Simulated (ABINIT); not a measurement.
The system is GaGe.

```xyz
2
Lattice="0.0000 2.8978 2.8978 2.8978 0.0000 2.8978 2.8978 2.8978 0.0000" Properties=species:S:1:pos:R:3 pbc="T T T"
Ge    0.0000    0.0000    0.0000
Ga    1.4489    1.4489    1.4489
```

The cell comes from a database or a generator and needn't be the stable form of this composition.

Base run:

- Program: ABINIT 10.8.3 (patched build)
- Functional: revPBE
- Potentials or basis: JTH PAW PBE v2.0
- Cutoff: 707 eV
- k mesh: 8 × 8 × 8
- Occupations: fermi-dirac, width 0.05 eV
- Spin: no spin polarisation

Its results: band gap on the k mesh none (metal or under the smearing width); pressure 1.4 GPa.

Q: The run is repeated on the same cell with these changes: functional from revPBE to WC. What comes out?

A: Band gap on the k mesh none (metal or under the smearing width); pressure -2.4 GPa.

WC binds more tightly than revPBE, so the same cell stands under less pressure.

Caveats: the PAW data sets were made with another functional, which shifts forces and pressure a little.

Not every run made on this cell is shown here.
